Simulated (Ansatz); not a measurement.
# B13C2: the cost of one run

Program: Ansatz 0.2.0. Level of theory: DFT r2SCAN, scalar-relativistic, plane waves, PAW. These are calculated values, not measurements.

## (1) The starting structure

It takes space group R-3m (No. 166, trigonal). Conventional cell: a = 5.647 Å, b = 5.647 Å, c = 12.089 Å, α = 90.00°, β = 90.00°, γ = 120.00°. Around B (site symmetry -3m) lie 2 C at 1.44 Å. B (site symmetry m) has 1 C at 1.60 Å and 5 B at 1.78 to 1.81 Å as nearest neighbours. B (site symmetry m) has 6 B at 1.76 to 1.81 Å as nearest neighbours. C (site symmetry 3m) has 4 B at 1.44 to 1.60 Å as nearest neighbours.

Structure file:

```cif
data_structure
_symmetry_space_group_name_H-M 'R-3m:H'
_symmetry_Int_Tables_number 166
_cell_length_a 5.6467
_cell_length_b 5.6467
_cell_length_c 12.0892
_cell_angle_alpha 90.000
_cell_angle_beta 90.000
_cell_angle_gamma 120.000
_cell_volume 333.82
loop_
_atom_site_label
_atom_site_type_symbol
_atom_site_symmetry_multiplicity
_atom_site_Wyckoff_symbol
_atom_site_fract_x
_atom_site_fract_y
_atom_site_fract_z
_atom_site_occupancy
B1 B 3 b 0.33333 0.66667 0.16667 1
B2 B 18 h 0.49496 0.50504 0.30847 1
B3 B 18 h 0.22801 0.77199 0.77980 1
C1 C 6 c 0.33333 0.66667 0.28549 1
```

It goes back to an entry of the Materials Project.

This cell was relaxed beforehand with the same method: volume 7.42 Å³/atom, gap on the mesh none (metal).

## (2) Volume × 0.97

input.yaml reads:

```yaml
crystal:
  lattice:
    - [2.7948099691, 1.613584288, 3.9890349216]
    - [-2.7948099691, 1.613584288, 3.9890349216]
    - [0.0, -3.227168576, 3.9890349216]
  atoms:
    - { symbol: B, position: [0.5, 0.5, 0.5] }
    - { symbol: B, position: [0.8034293145, 0.3185508987, 0.8034293145] }
    - { symbol: B, position: [0.8034293145, 0.8034293145, 0.3185508987] }
    - { symbol: B, position: [0.3185508987, 0.8034293145, 0.8034293145] }
    - { symbol: B, position: [0.6814491013, 0.1965706855, 0.1965706855] }
    - { symbol: B, position: [0.1965706855, 0.6814491013, 0.1965706855] }
    - { symbol: B, position: [0.1965706855, 0.1965706855, 0.6814491013] }
    - { symbol: B, position: [0.0078058177, 0.3237906481, 0.0078058177] }
    - { symbol: B, position: [0.0078058177, 0.0078058177, 0.3237906481] }
    - { symbol: B, position: [0.3237906481, 0.0078058177, 0.0078058177] }
    - { symbol: B, position: [0.6762093519, 0.9921941823, 0.9921941823] }
    - { symbol: B, position: [0.9921941823, 0.6762093519, 0.9921941823] }
    - { symbol: B, position: [0.9921941823, 0.9921941823, 0.6762093519] }
    - { symbol: C, position: [0.6188267926, 0.6188267926, 0.6188267926] }
    - { symbol: C, position: [0.3811732074, 0.3811732074, 0.3811732074] }
basis:
  ecutwfc: 500
kpoints:
  mp_grid: { grid: [9, 9, 9] }
hamiltonian:
  xc: r2scan
scf:
  occupations: { method: gaussian, width: 0.1 }
output:
  forces: true
  stress: true
  eigenvalues: true
relax:
  adjacent_minimum: "off"
  f_tol: 0.01
  max_steps: 30
  cell: { stress_tol: 0.1, fix: [volume] }
```

Run with:

```bash
> ansatz run input.yaml --threads 4 --pin off --max-ram 10240MiB --backend cpu --events-out ev --progress --plain --runs-dir out
```

Q: Estimate wall time and peak memory on 4 threads of Arm Neoverse V1, shared host.

About 57 s, with a peak of 0.92 GiB.
